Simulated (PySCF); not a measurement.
# C3H6BGa: core binding energies at several levels of theory, part 3 of 3

PySCF 2.14.0. Atoms count from 0. The steps go on from the part before.

## (8) Core holes by ΔSCF: SCAN, X2C

What the job is given:

```
{"job": {"kind": "xps", "basis": "def2-TZVP"}, "charge": 0, "multiplicity": 1}
B     -1.895367     0.587182     0.112509
C     -1.007248     0.155962     1.273727
Ga     0.325600    -1.015339     0.361513
C      1.948101    -0.202599    -0.250228
C      2.980359     0.322250    -0.635855
H     -1.627507     1.569970    -0.544018
H     -2.836663    -0.094798    -0.233147
H     -1.466503    -0.520451     2.011243
H     -0.384835     0.940080     1.730545
H      0.112777    -2.554262     0.215356
H      3.889453     0.786257    -0.977266
```

Method: delta-SCF UKS SCAN, def2-TZVP on the ionised atom, pcseg-1 elsewhere, spin-free X2C.

The log of the run:

```text
ground state, core basis on atom 0 (B), 130 functions
  cycle   1  E = -2082.24127422  |g| = 5.85e-01
  cycle   2  E = -2082.13169080  |g| = 8.12e-01
  cycle   3  E = -2082.33882112  |g| = 6.76e-02
  cycle   4  E = -2082.33971953  |g| = 5.30e-02
  cycle   5  E = -2082.34031902  |g| = 2.76e-02
  cycle   6  E = -2082.34054283  |g| = 5.58e-03
  cycle   7  E = -2082.34055098  |g| = 1.66e-03
  cycle   8  E = -2082.34055082  |g| = 3.12e-04
  E(ground) = -2082.60332592 Eh
hole in B 1s of atom 0
  cycle   1  E = -2074.73788885  |g| = 1.13e+00
  cycle   2  E = -2072.74664215  |g| = 1.71e+00
  cycle   3  E = -2074.79700782  |g| = 6.66e-01
  cycle   4  E = -2075.11031413  |g| = 2.29e-01
  cycle   5  E = -2075.08473135  |g| = 3.20e-01
  cycle   6  E = -2075.14298494  |g| = 7.81e-02
  cycle   7  E = -2075.14706473  |g| = 2.79e-02
  cycle   8  E = -2075.14778951  |g| = 1.61e-02
  cycle   9  E = -2075.14837427  |g| = 1.32e-02
  cycle  10  E = -2075.14869551  |g| = 1.19e-02
  cycle  11  E = -2075.14894917  |g| = 6.11e-03
  cycle  12  E = -2075.14901078  |g| = 3.47e-03
  cycle  13  E = -2075.14902489  |g| = 1.39e-03
  cycle  14  E = -2075.14902803  |g| = 5.92e-04
  cycle  15  E = -2075.14902854  |g| = 4.18e-04
  E(ion) = -2075.41280595 Eh   <S^2> = 1.0092   hole on atom = 1.000   binding energy = 195.664 eV
ground state, core basis on atom 1 (C), 130 functions
  cycle   1  E = -2082.34878062  |g| = 1.75e-02
  cycle   2  E = -2082.34869205  |g| = 2.34e-02
  cycle   3  E = -2082.34884876  |g| = 6.92e-03
  cycle   4  E = -2082.34885808  |g| = 4.63e-03
  cycle   5  E = -2082.34886003  |g| = 8.56e-04
  cycle   6  E = -2082.34886440  |g| = 1.87e-04
  E(ground) = -2082.61099737 Eh
hole in C 1s of atom 1
  cycle   1  E = -2071.11278870  |g| = 1.47e+00
  cycle   2  E = -2070.08712649  |g| = 1.80e+00
  cycle   3  E = -2071.50805830  |g| = 5.31e-01
  cycle   4  E = -2071.53409491  |g| = 4.70e-01
  cycle   5  E = -2071.65935784  |g| = 1.90e-01
  cycle   6  E = -2071.67865420  |g| = 5.42e-02
  cycle   7  E = -2071.68038978  |g| = 7.01e-03
  cycle   8  E = -2071.68043239  |g| = 2.22e-03
  cycle   9  E = -2071.68043431  |g| = 1.00e-03
  cycle  10  E = -2071.68043755  |g| = 4.07e-04
  E(ion) = -2071.94098157 Eh   <S^2> = 0.7670   hole on atom = 1.000   binding energy = 290.346 eV
ground state, core basis on atom 3 (C), 130 functions
  cycle   1  E = -2082.35287259  |g| = 2.05e-02
  cycle   2  E = -2082.35264197  |g| = 3.60e-02
  cycle   3  E = -2082.35293891  |g| = 1.25e-02
  cycle   4  E = -2082.35298098  |g| = 3.70e-03
  cycle   5  E = -2082.35298398  |g| = 9.26e-04
  cycle   6  E = -2082.35298293  |g| = 2.09e-04
  E(ground) = -2082.61521006 Eh
hole in C 1s of atom 3
  cycle   1  E = -2071.10866759  |g| = 1.47e+00
  cycle   2  E = -2066.16902633  |g| = 2.57e+00
  cycle   3  E = -2068.48113751  |g| = 1.60e+00
  cycle   4  E = -2071.62817168  |g| = 2.78e-01
  cycle   5  E = -2071.55553817  |g| = 4.85e-01
  cycle   6  E = -2071.66773580  |g| = 7.95e-02
  cycle   7  E = -2071.67181186  |g| = 2.61e-02
  cycle   8  E = -2071.67246056  |g| = 1.40e-02
  cycle   9  E = -2071.67284844  |g| = 9.46e-03
  cycle  10  E = -2071.67307324  |g| = 5.94e-03
  cycle  11  E = -2071.67321265  |g| = 2.68e-03
  cycle  12  E = -2071.67322951  |g| = 1.15e-03
  cycle  13  E = -2071.67323068  |g| = 7.15e-04
  cycle  14  E = -2071.67323287  |g| = 2.62e-04
  E(ion) = -2071.93421489 Eh   <S^2> = 0.8607   hole on atom = 1.000   binding energy = 290.645 eV
ground state, core basis on atom 4 (C), 130 functions
  cycle   1  E = -2082.35052233  |g| = 3.24e-02
  cycle   2  E = -2082.34826203  |g| = 9.65e-02
  cycle   3  E = -2082.35080310  |g| = 2.40e-03
  cycle   4  E = -2082.35080298  |g| = 1.45e-03
  cycle   5  E = -2082.35080448  |g| = 4.89e-04
  E(ground) = -2082.61363221 Eh
hole in C 1s of atom 4
  cycle   1  E = -2071.09570692  |g| = 1.46e+00
  cycle   2  E = -2066.74031774  |g| = 2.40e+00
  cycle   3  E = -2068.42074038  |g| = 1.55e+00
  cycle   4  E = -2071.62189680  |g| = 2.57e-01
  cycle   5  E = -2071.57942288  |g| = 4.02e-01
  cycle   6  E = -2071.65385384  |g| = 1.04e-01
  cycle   7  E = -2071.66033993  |g| = 2.29e-02
  cycle   8  E = -2071.66101517  |g| = 1.28e-02
  cycle   9  E = -2071.66130757  |g| = 7.83e-03
  cycle  10  E = -2071.66145785  |g| = 5.69e-03
  cycle  11  E = -2071.66155576  |g| = 2.76e-03
  cycle  12  E = -2071.66157348  |g| = 1.42e-03
  cycle  13  E = -2071.66157246  |g| = 5.19e-04
  cycle  14  E = -2071.66157425  |g| = 1.39e-04
  E(ion) = -2071.92299246 Eh   <S^2> = 0.8516   hole on atom = 1.000   binding energy = 290.907 eV
```

Run time: 24 s. Hardware: 1 thread of Intel Xeon Platinum 8259CL at 2.50GHz, shared host; peak memory 0.41 GiB.

The holes in one table. −ε is the ground-state orbital energy:

```
     hole  stands for                 environment          ΔSCF (eV)  −ε (eV)   ⟨S²⟩
B1s on B0          B0      boron bonded to C, 2 H  195.66 (doubtful)    179.9  1.009
C1s on C1          C1  sp3 CH2 bonded to B and Ga             290.35    273.4  0.767
C1s on C3          C3               alkyne carbon  290.64 (doubtful)    273.6  0.861
C1s on C4          C4      terminal alkyne carbon  290.91 (doubtful)    273.9  0.852
```

Doubtful: the ion did not converge, its hole moved, or its ⟨S²⟩ is well above 0.75.

## (9) Core holes by ΔSCF: SCAN, non-relativistic

Same as in step 8 but for these lines:

```diff
@@ -1,2 +1,2 @@
-{"job": {"kind": "xps", "basis": "def2-TZVP"}, "charge": 0, "multiplicity": 1}
+{"job": {"kind": "xps", "x2c": false}, "charge": 0, "multiplicity": 1}
 B     -1.895367     0.587182     0.112509
```

Method: delta-SCF UKS SCAN, pcX-2 on the ionised atom, pcseg-1 elsewhere, non-relativistic.

The log of the run:

```text
ground state, core basis on atom 0 (B), 144 functions
  cycle   1  E = -2067.04513761  |g| = 6.09e-01
  cycle   2  E = -2066.93077919  |g| = 8.35e-01
  cycle   3  E = -2067.14890497  |g| = 6.50e-02
  cycle   4  E = -2067.15036694  |g| = 2.73e-02
  cycle   5  E = -2067.15044568  |g| = 2.30e-02
  cycle   6  E = -2067.15059377  |g| = 7.39e-03
  cycle   7  E = -2067.15060871  |g| = 2.00e-03
  cycle   8  E = -2067.15061213  |g| = 3.31e-04
  E(ground) = -2067.41345395 Eh
hole in B 1s of atom 0
  cycle   1  E = -2059.55033959  |g| = 1.15e+00
  cycle   2  E = -2057.46434732  |g| = 1.90e+00
  cycle   3  E = -2059.70613685  |g| = 5.86e-01
  cycle   4  E = -2059.93422039  |g| = 2.51e-01
  cycle   5  E = -2059.92046935  |g| = 2.98e-01
  cycle   6  E = -2059.97245514  |g| = 6.07e-02
  cycle   7  E = -2059.97444440  |g| = 2.89e-02
  cycle   8  E = -2059.97525846  |g| = 1.80e-02
  cycle   9  E = -2059.97573872  |g| = 1.28e-02
  cycle  10  E = -2059.97605940  |g| = 1.14e-02
  cycle  11  E = -2059.97624184  |g| = 4.26e-03
  cycle  12  E = -2059.97625623  |g| = 1.81e-03
  cycle  13  E = -2059.97626376  |g| = 1.46e-03
  cycle  14  E = -2059.97627098  |g| = 6.09e-04
  cycle  15  E = -2059.97627049  |g| = 2.54e-04
  E(ion) = -2060.23926396 Eh   <S^2> = 1.0265   hole on atom = 1.000   binding energy = 195.220 eV
ground state, core basis on atom 1 (C), 144 functions
  cycle   1  E = -2067.15922624  |g| = 3.96e-02
  cycle   2  E = -2067.15918041  |g| = 1.88e-02
  cycle   3  E = -2067.15916377  |g| = 2.08e-02
  cycle   4  E = -2067.15926046  |g| = 9.65e-03
  cycle   5  E = -2067.15928675  |g| = 9.34e-04
  cycle   6  E = -2067.15928788  |g| = 2.54e-04
  E(ground) = -2067.42086127 Eh
hole in C 1s of atom 1
  cycle   1  E = -2055.92685021  |g| = 1.51e+00
  cycle   2  E = -2054.89081284  |g| = 1.95e+00
  cycle   3  E = -2056.37641703  |g| = 4.76e-01
  cycle   4  E = -2056.34385312  |g| = 4.93e-01
  cycle   5  E = -2056.49464450  |g| = 1.70e-01
  cycle   6  E = -2056.50936082  |g| = 5.52e-02
  cycle   7  E = -2056.51115812  |g| = 8.10e-03
  cycle   8  E = -2056.51120379  |g| = 2.24e-03
  cycle   9  E = -2056.51120968  |g| = 1.06e-03
  cycle  10  E = -2056.51121170  |g| = 3.87e-04
  E(ion) = -2056.77151478 Eh   <S^2> = 0.7686   hole on atom = 1.000   binding energy = 289.783 eV
ground state, core basis on atom 3 (C), 144 functions
  cycle   1  E = -2067.16366488  |g| = 4.12e-02
  cycle   2  E = -2067.16338901  |g| = 3.78e-02
  cycle   3  E = -2067.16332907  |g| = 3.99e-02
  cycle   4  E = -2067.16373983  |g| = 7.98e-03
  cycle   5  E = -2067.16376233  |g| = 9.71e-04
  cycle   6  E = -2067.16375899  |g| = 2.37e-04
  E(ground) = -2067.42543806 Eh
hole in C 1s of atom 3
  cycle   1  E = -2055.92285049  |g| = 1.50e+00
  cycle   2  E = -2050.85397829  |g| = 2.73e+00
  cycle   3  E = -2053.60002943  |g| = 1.58e+00
  cycle   4  E = -2056.45960424  |g| = 2.95e-01
  cycle   5  E = -2056.39691442  |g| = 4.66e-01
  cycle   6  E = -2056.50007060  |g| = 8.29e-02
  cycle   7  E = -2056.50414926  |g| = 2.63e-02
  cycle   8  E = -2056.50480984  |g| = 1.46e-02
  cycle   9  E = -2056.50517058  |g| = 9.37e-03
  cycle  10  E = -2056.50538174  |g| = 6.06e-03
  cycle  11  E = -2056.50548431  |g| = 2.49e-03
  cycle  12  E = -2056.50549269  |g| = 8.57e-04
  cycle  13  E = -2056.50549567  |g| = 4.31e-04
  E(ion) = -2056.76620448 Eh   <S^2> = 0.8691   hole on atom = 1.000   binding energy = 290.053 eV
ground state, core basis on atom 4 (C), 144 functions
  cycle   1  E = -2067.16197736  |g| = 4.70e-02
  cycle   2  E = -2067.16026865  |g| = 8.46e-02
  cycle   3  E = -2067.16198183  |g| = 2.77e-02
  cycle   4  E = -2067.16219299  |g| = 1.81e-03
  cycle   5  E = -2067.16219608  |g| = 7.95e-04
  cycle   6  E = -2067.16219689  |g| = 6.12e-05
  E(ground) = -2067.42440585 Eh
hole in C 1s of atom 4
  cycle   1  E = -2055.90865227  |g| = 1.50e+00
  cycle   2  E = -2051.48808091  |g| = 2.58e+00
  cycle   3  E = -2053.62104811  |g| = 1.54e+00
  cycle   4  E = -2056.45135129  |g| = 2.74e-01
  cycle   5  E = -2056.42083500  |g| = 3.77e-01
  cycle   6  E = -2056.48554067  |g| = 1.03e-01
  cycle   7  E = -2056.49140471  |g| = 2.28e-02
  cycle   8  E = -2056.49204217  |g| = 1.18e-02
  cycle   9  E = -2056.49231199  |g| = 7.54e-03
  cycle  10  E = -2056.49249288  |g| = 4.87e-03
  cycle  11  E = -2056.49254552  |g| = 2.50e-03
  cycle  12  E = -2056.49255253  |g| = 1.38e-03
  cycle  13  E = -2056.49255343  |g| = 5.31e-04
  cycle  14  E = -2056.49255260  |g| = 1.22e-04
  E(ion) = -2056.75355760 Eh   <S^2> = 0.8614   hole on atom = 1.000   binding energy = 290.369 eV
```

Run time: 26 s. Hardware: 1 thread of Intel Xeon Platinum 8259CL at 2.50GHz, shared host; peak memory 0.47 GiB.

Binding energies by hole, beside the orbital energy of the ground state; the difference holds orbital relaxation and, for a density functional, its self-interaction error:

```
     hole  stands for                 environment          ΔSCF (eV)  −ε (eV)   ⟨S²⟩
B1s on B0          B0      boron bonded to C, 2 H  195.22 (doubtful)    179.9  1.026
C1s on C1          C1  sp3 CH2 bonded to B and Ga             289.78    273.3  0.769
C1s on C3          C3               alkyne carbon  290.05 (doubtful)    273.5  0.869
C1s on C4          C4      terminal alkyne carbon  290.37 (doubtful)    273.9  0.861
```

Doubtful: the ion did not converge, its hole moved, or its ⟨S²⟩ is well above 0.75.

## (10) Summary of results

The summary covers parts 1 to 3.

| quantity | value |
| --- | --- |
| C1s binding energies, SCAN/pcX-2 (standing for 1 of 3 atoms) | C1 289.90 eV |
| C1s binding energies, B3LYP/pcX-2 | C4 290.62, C3 290.29, C1 289.94 eV |
| B1s binding energies, B3LYP/pcX-2 | B0 195.65 eV |
| C1s binding energies, PBE0/pcX-2 | C4 290.08, C3 289.78, C1 289.45 eV |
| C1s binding energies, PBE/pcX-2 | C4 289.68, C3 289.42, C1 289.14 eV |
| C1s binding energies, HF/pcX-2 (standing for 1 of 3 atoms) | C1 289.48 eV |
| C1s binding energies, SCAN/pcX-1 (standing for 1 of 3 atoms) | C1 289.91 eV |
| C1s binding energies, SCAN/def2-TZVP (standing for 1 of 3 atoms) | C1 290.35 eV |
| C1s binding energies, SCAN/pcX-2, non-relativistic (standing for 1 of 3 atoms) | C1 289.78 eV |

Single values in the summary come from the first sound run of each kind (SCAN/pcX-2), which need not be the best level. At B3LYP/pcX-2: The C1s levels kept as sound span 0.69 eV, from C1 (sp3 CH2 bonded to B and Ga) up to C4 (terminal alkyne carbon). At PBE0/pcX-2: C4 (terminal alkyne carbon) binds its C1s electron 0.62 eV more tightly than C1 (sp3 CH2 bonded to B and Ga). At PBE/pcX-2: C4 (terminal alkyne carbon) binds its C1s electron 0.54 eV more tightly than C1 (sp3 CH2 bonded to B and Ga).
